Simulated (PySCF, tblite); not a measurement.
**CH4BNO− (doublet): geometry, infrared bands and EPR parameters**

Aim: predict the infrared bands and EPR parameters of CH4BNO− (doublet) (`[BH2-]NC=O`).

Programs: tblite 0.8.0 and PySCF 2.14.0, with density-fitted response routines of our own. Each step states its level of theory. These are calculated values for one molecule in the gas phase, unless marked as measured. Atoms are numbered from 0 throughout.

**1. The starting structure**

8 atoms, charge -1, multiplicity 2; geometry from: force field or distance geometry start.

Bonds of the start (Å): B0–N1 1.52, N1–C2 1.45, C2–O3 1.24, B0–H4 1.18, B0–H5 1.19, N1–H6 1.04, C2–H7 1.10.

**2. Geometry optimisation with GFN2-xTB**

Job settings and geometry (Å):

```
{"job": {"kind": "relax", "xc": "GFN2-xTB", "basis": "xTB"}, "charge": -1, "multiplicity": 2}
B     -1.230500    -0.339000     0.054300
N      0.027000     0.489400    -0.121800
C      1.302800    -0.157000     0.111100
O      1.394700    -1.357600     0.424900
H     -1.975200     0.053400     0.884200
H     -1.747200    -0.653300    -0.975800
H      0.043500     1.499800    -0.383900
H      2.193800     0.473800    -0.017500
```

Started as:

```bash
> OMP_NUM_THREADS=1 python probes_run.py task.json out
```

This one command runs all jobs of the session in turn.

**Question.** This job is followed by: GFN2-xTB harmonic vibrations, gas phase; UKS B3LYP, pcH-1 on B C H N O, non-relativistic, mean-field spin-orbit, GIAO. What will the session give for the following? strongest single infrared mode (GFN2-xTB); zero-point energy (GFN2-xTB); g(iso) (B3LYP); ⟨S²⟩; largest a(iso) (averaged by class).

The runs gave:

| quantity | value |
| --- | --- |
| strongest single infrared mode (GFN2-xTB) | 2330 cm⁻¹, 576 km/mol |
| zero-point energy (GFN2-xTB) | 32.2 kcal/mol |
| g(iso) (B3LYP) | 2.00276 |
| ⟨S²⟩ | 0.760 (exact 0.75) |
| largest a(iso) (averaged by class) | 1H on H4, H5, -37.6 MHz |

The optimisation took 49 steps and gained 1.153 eV; among the close pairs (by a distance rule), B0–N1 changed most, from 1.516 to 1.423 Å. All 18 modes are real, so the xTB geometry is a minimum. The strongest single mode, at 2330 cm⁻¹, moves mainly H4. GFN2-xTB is a fitted tight-binding method: band positions and strengths are rough. Its intensities can rank the bands wrongly. B0 carries the largest spin population, 0.78 e. The isotropic g lies 0.4 ppt above the free-electron value.
